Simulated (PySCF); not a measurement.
# C4H4Ge (Ge(CCH)2H2): the cost of one run

Programs: PySCF 2.14.0, with routines of our own; each step states its level. All values are computed. Atoms count from 0.

### Step 1. The system as given

9 atoms, charge 0, multiplicity 1; geometry from: GFN2-xTB.

### Step 2. Magnetic properties: GIAO PBE0/def2-SVP

The job: settings as JSON, then the geometry in Å.

```
{"job": {"kind": "mag", "xc": "PBE0", "basis": "def2-SVP"}, "charge": 0, "multiplicity": 1}
Ge    -0.821070    -0.031440    -0.561610
C     -0.779140    -0.019730     1.333760
C     -0.752540    -0.017360     2.536300
H     -0.731380    -0.015760     3.589200
C      0.960450     0.024180    -1.207740
C      2.088390     0.068070    -1.622870
H      3.075990     0.105320    -1.986780
H     -1.559640     1.177530    -1.047950
H     -1.481050    -1.290810    -1.032320
```

Level: GIAO PBE0/def2-SVP magnetisability, rotational g tensor and spin-rotation constants, non-relativistic, gas phase.

Launch:

```
OMP_NUM_THREADS=1 python excited_run.py task.json out
```

This one command runs all jobs of the session in turn.

**Question.** How long does this first job take on 1 thread of Arm Neoverse N1, shared host, and how much memory does it need?

About 17 s, with a peak of 0.58 GiB.
